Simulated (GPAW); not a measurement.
A run of GPAW 26.7.0 is set up as follows.

run.py

```python
from ase.filters import FrechetCellFilter
from ase.io import read, write
from ase.optimize import LBFGS
from ase.units import Bohr, GPa
from ase.parallel import parprint
from gpaw import GPAW, PW
from gpaw.elf import elf_from_dft_calculation

atoms = read('POSCAR')

calc = GPAW(mode=PW(800),
            xc='PBE',
            kpts={'size': (5, 5, 3), 'gamma': True},
            occupations={'name': 'fermi-dirac', 'width': 0.05},
            nbands=39,
            convergence={'density': 1e-05, 'forces': 0.0001},
            maxiter=150,
            txt='gpaw.txt')
atoms.calc = calc
opt = LBFGS(FrechetCellFilter(atoms, scalar_pressure=2 * GPa), trajectory='relax.traj', logfile='-')
done = opt.run(fmax=0.01, steps=100)
calc.write('gs.gpw')
write('result.traj', atoms)
parprint('Converged:', done)
parprint('Cell:', atoms.cell.cellpar().round(4))
parprint('Volume:', round(atoms.get_volume(), 4))
parprint(atoms.get_scaled_positions().round(5))

# fields on the real-space grid
write('density.cube', atoms, data=calc.get_pseudo_density() * Bohr**3)
write('potential.cube', atoms, data=calc.get_electrostatic_potential())
write('elf.cube', atoms, data=elf_from_dft_calculation(calc).data)
```

Contents of POSCAR:

```
HPbNO4
1.0
    4.1992300000      0.1111700000      0.1681700000
    1.9160000000      3.8913200000      0.1256800000
    1.7608500000      1.2525900000      6.3726600000
H Pb N O
1 1 1 4
Direct
    0.8914500000      0.6820200000      0.6279600000
    0.1442600000      0.9287200000      0.8835200000
    0.2567000000      0.2886100000      0.3017100000
    0.8310800000      0.6505600000      0.7840500000
    0.3869400000      0.2238000000      0.1129500000
    0.3110400000      0.0357600000      0.4585600000
    0.0772600000      0.6063300000      0.3227500000
```

Potentials or basis: GPAW PAW data sets (gpaw-data 1.2.1), pw.

Launch:

```sh
$ OMP_NUM_THREADS=1 mpirun -n 8 gpaw python run.py
```

Question: Estimate the relaxed cell.

Answer: a = 4.097 Å, b = 4.220 Å, c = 6.653 Å, α = 72.51°, β = 72.49°, γ = 62.23°.

Question: Predict the relaxed volume.

Answer: 13.61 Å³/atom.

Question: Estimate the space group after relaxing (to 0.05 Å).

Answer: P1 (No. 1).

Forces in eV/Å, atoms in the order of the input:
```
H   -0.001 -0.002  0.000
Pb  -0.002 -0.003  0.003
N    0.001 -0.001  0.001
O    0.003  0.003 -0.007
O   -0.001  0.001 -0.005
O    0.000  0.003  0.003
O   -0.001 -0.001  0.005
```

Caveat: later steps reuse the first step's grids.
